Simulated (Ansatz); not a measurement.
Here is an Ansatz 0.2.0 calculation.

Contents of input.yaml:

```yaml
crystal:
  lattice:
    - [2.8941413859, 0.0, 0.0]
    - [-1.4470706929, 2.5063999623, 0.0]
    - [0.0, 0.0, 6.2943681112]
  atoms:
    - { symbol: Fe, position: [0.3333333333, 0.6666666667, 0.832802], spin: 3.0 }
    - { symbol: Fe, position: [0.6666666667, 0.3333333333, 0.167198], spin: 3.0 }
    - { symbol: Mn, position: [0.0, 0.0, 0.5], spin: 4.0 }
    - { symbol: "N", position: [0.3333333333, 0.6666666667, 0.293187] }
    - { symbol: "N", position: [0.6666666667, 0.3333333333, 0.706813] }
hamiltonian:
  xc: pbe
  pseudopotentials: { kind: paw }
magnetization:
  spin_polarized: true
kpoints:
  mp_grid: { grid: [11, 11, 4] }
scf:
  occupations: { method: fermi_dirac, width: 0.05 }
output:
  forces: true
  stress: true
  eigenvalues: true
```

Potentials or basis: Ansatz PAW.

Run with:

```sh
$ ansatz run input.yaml --threads 2 --pin off --max-ram 5120MiB --backend cpu --events-out ev --progress --plain --runs-dir out
```

Task: Predict the band gap on the k mesh.

Result: None (metal or under the smearing width).

Task: Estimate the largest force.

Result: 0.051 eV/Å.

Stress tensor (GPa, compression positive):
```
-1.69  0.00  0.00
 0.00 -1.69  0.00
 0.00  0.00 -1.60
```

Caveat: the pressure holds a Pulay correction of +0.5 GPa for the finite cutoff; only a ferromagnetic start was run, and an antiferromagnetic order may lie lower in energy. With open d or f shells a metallic result of PBE can be an artefact of self-interaction; +U or a hybrid may open a gap.
